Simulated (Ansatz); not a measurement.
**CH5NSSi: small, medium and large basis sets**

How large a basis does CH5NSSi need? Two functionals are run in growing sets.

Program: Ansatz 0.2.0, Gaussian basis. Level of theory: one geometry, several basis sets. These are calculated values, not measurements.

The runs, in order: PBE0-D4/def2-SVP; ωB97M-V/def2-SVP; PBE0-D4/def2-QZVPP; ωB97M-V/def2-QZVPP; the functionals' def2-TZVPP values are taken from earlier runs.

### 1 The geometry

An earlier PBE0-D4 in a triple-zeta def2 set relaxation fixed the geometry.

9 atoms, charge 0, spin multiplicity 1.

Atoms are counted from 1 here; the program's logs count them from 0.

Bond lengths: N1–Si2 1.700 Å, N1–H5 1.009 Å, N1–H6 1.004 Å, Si2–C3 1.883 Å, Si2–H7 1.494 Å, Si2–H8 1.490 Å, C3–S4 1.612 Å, C3–H9 1.094 Å. Angles: Si2–N1–H5 117.5°, Si2–N1–H6 124.1°, H5–N1–H6 113.3°, N1–Si2–C3 106.7°, N1–Si2–H7 115.5°, N1–Si2–H8 113.3°, C3–Si2–H7 106.8°, C3–Si2–H8 107.8°, H7–Si2–H8 106.4°, Si2–C3–S4 123.7°, Si2–C3–H9 117.9°, S4–C3–H9 118.4°.

### 2 PBE0-D4 in def2-SVP

Contents of in.yaml:

```yaml
crystal:
  periodic: [false, false, false]
  atoms:
    - {symbol: N, position_ang: [-0.871836, 0.483656, -1.088325]}
    - {symbol: Si, position_ang: [0.614318, 0.266901, -0.291969]}
    - {symbol: C, position_ang: [0.234987, -0.593079, 1.339954]}
    - {symbol: S, position_ang: [-1.228254, -1.134231, 1.746251]}
    - {symbol: H, position_ang: [-1.674181, -0.004346, -0.718002]}
    - {symbol: H, position_ang: [-0.961472, 0.713868, -2.061721]}
    - {symbol: H, position_ang: [1.608104, -0.587334, -1.008637]}
    - {symbol: H, position_ang: [1.308776, 1.547640, 0.019375]}
    - {symbol: H, position_ang: [1.058059, -0.739376, 2.045974]}
basis:
  gaussian: {orbitals: def2-SVP}
hamiltonian: {xc: pbe0, dispersion: d4}
output: {orbitals: {seedname: orbitals}}
```

Run with:

```console
ansatz run in.yaml --threads 2 --pin off --events-out ev --progress --plain --max-ram 4352MiB
```

Further steps of the session: ωB97M-V in def2-SVP; PBE0-D4 in def2-QZVPP; ωB97M-V in def2-QZVPP.

**Question.** What will the summary of the whole plan be? Wanted: PBE0-D4: double and triple zeta above quadruple; ωB97M-V: double and triple zeta above quadruple.

As calculated:

| quantity | value |
| --- | --- |
| PBE0-D4: double and triple zeta above quadruple | 10.44, 0.76 eV |
| ωB97M-V: double and triple zeta above quadruple | 10.52, 0.71 eV |

What this shows: For PBE0-D4 the step from double to triple zeta gains 9.68 eV and the next only 0.76 eV. Total energies overstate the basis error of differences, where much of it tends to cancel.
